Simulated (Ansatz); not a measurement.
A nudged elastic band was laid between two geometries of a periodic cell of 17 atoms, Si₁₆Ge (host Si, host structure diamond, interstitial Ge).

The calculation used DFT PBE, scalar-relativistic, plane waves, PAW in Ansatz. Settings: PAW set soft_1, cutoff 420 eV, k mesh 2x2x2, gaussian smearing 0.05 eV, no spin polarisation.

- movable images: 3
- climbing image: yes
- spring: 1.0 eV/Å²
- optimiser: lbfgs
- start path: IDPP
- force threshold: 0.03 eV/Å
- iteration limit: 80
- end points: relaxed

Image 0:

```xyz
17
Lattice="0.0000 5.4300 5.4300 5.4300 0.0000 5.4300 5.4300 5.4300 0.0000" Properties=species:S:1:pos:R:3
Si -0.012 -0.003 0.002
Si 1.352 1.363 1.303
Si 2.719 2.728 0.002
Si 4.070 4.076 1.353
Si 2.753 -0.037 2.667
Si 4.117 1.361 4.066
Si 5.421 2.725 2.703
Si 6.785 4.029 4.066
Si -0.050 2.765 2.665
Si 1.352 4.127 4.066
Si 2.718 5.427 2.701
Si 4.018 6.794 4.065
Si 2.752 2.761 5.463
Si 4.066 4.081 6.776
Si 5.384 5.394 5.462
Si 6.784 6.792 6.828
Ge 6.781 6.795 4.062
```

Image 4:

```xyz
17
Lattice="0.0000 5.4300 5.4300 5.4300 0.0000 5.4300 5.4300 5.4300 0.0000" Properties=species:S:1:pos:R:3
Si -0.003 -0.002 -0.002
Si 1.314 1.314 1.314
Si 2.712 2.713 -0.051
Si 4.112 4.113 1.315
Si 2.712 -0.051 2.713
Si 4.112 1.315 4.113
Si 5.477 2.713 2.713
Si 6.776 4.080 4.080
Si -0.052 2.713 2.713
Si 1.315 4.113 4.113
Si 2.712 5.478 2.713
Si 4.079 6.777 4.079
Si 2.712 2.713 5.478
Si 4.079 4.080 6.777
Si 5.427 5.428 5.428
Si 6.776 6.777 6.777
Ge 8.142 8.143 2.713
```

Question: What changes between the two ends?

Answer: Contacts lost: Si15–Ge17. Contacts made: Si4–Ge17. The atom that moves furthest is Ge17, by 2.34 Å.

Question: What energy profile does the band end with?

Answer: The forces met the threshold. The highest image is number 2 of 0 to 4, 0.34 eV above the ends, which have the same energy within 2 meV. By the program's own check the climbing image is a first-order saddle point (lowest curvatures found: -0.57 and 1.20 eV/Å²). Limits of this set-up: coarse k mesh.

```csv
image,path coordinate (Å),energy (eV),Si15–Ge17 (Å),Si4–Ge17 (Å)
0,0.00,0.00,2.42,4.70
1,0.70,0.17,2.50,4.10
2,1.40,0.34,2.82,3.38
3,2.30,0.27,3.88,2.58
4,3.21,0.00,4.70,2.42
```

Question: What is the geometry of the highest image?

Answer: 
```xyz
17
Lattice="0.0000 5.4300 5.4300 5.4300 0.0000 5.4300 5.4300 5.4300 0.0000" Properties=species:S:1:pos:R:3:forces:R:3
Si -0.203 -0.197 0.194 0.01 0.00 0.00
Si 1.254 1.261 1.258 0.00 0.00 0.00
Si 2.638 2.642 -0.008 0.00 0.00 0.00
Si 3.867 3.872 1.555 0.00 0.00 0.00
Si 2.841 -0.164 2.580 0.00 0.00 0.00
Si 4.163 1.260 4.168 0.00 0.00 0.00
Si 5.430 2.642 2.785 0.00 0.00 0.00
Si 6.866 4.027 3.986 0.00 0.00 0.00
Si -0.171 2.848 2.580 0.00 0.00 0.00
Si 1.254 4.169 4.167 0.00 0.00 0.00
Si 2.638 5.435 2.786 0.00 0.00 0.00
Si 4.024 6.871 3.987 0.00 0.00 0.00
Si 2.841 2.848 5.592 0.00 0.00 0.00
Si 4.336 4.343 6.515 0.00 0.00 0.00
Si 5.716 5.720 5.137 0.00 0.00 0.00
Si 6.866 6.871 6.830 0.00 0.00 0.00
Ge 7.345 7.351 3.507 0.00 0.00 0.00
```

The band took 43 iterations and about 21 core-minutes.

Run time: 21 min on 1 thread of Arm Neoverse V1, on a shared host, peak memory 0.84 GiB.
